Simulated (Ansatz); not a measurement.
Runs of Ansatz 0.2.0 on Ta12HCN. The cell holds a slab with vacuum, 15 atoms: a = 5.720 Å, b = 5.720 Å, c = 24.886 Å, α = 90.00°, β = 90.00°, γ = 109.47°. 

```csv
level,cutoff (eV),gap on the mesh (eV),largest force (eV/Å),work function (eV)
PBE,420,none,0.58,1.56
BLYP,420,none,0.79,1.24
r2SCAN,500,none,1.23,(a)
revPBE,420,none,0.78,(b)
RPBE,420,none,0.87,1.47
LDA,420,none,1.43,1.74
PBEsol,420,none,0.79,1.59
```

Alike in all rows: task projected density of states; potentials or basis Ansatz PAW; no spin polarisation; cell HCN (donor) over a top site of the (1 1 0) slab of Ta, cut from the database cell, not relaxed; k mesh 5 × 5 × 1; smearing fermi-dirac 0.05 eV.

Q: Estimate the missing entries.

A: (a) 1.44; (b) 1.46.

Caveats: the density of states is complete only up to the lowest level of the last band computed; the PAW data sets come from PBE, with cores solved anew for the run's functional, which leaves a small shift of forces and pressure (some runs).

A k mesh can miss the band edges, and the runs leave out spin-orbit coupling on Ta.

A gap of «none» marks a metal or a gap under the smearing width.
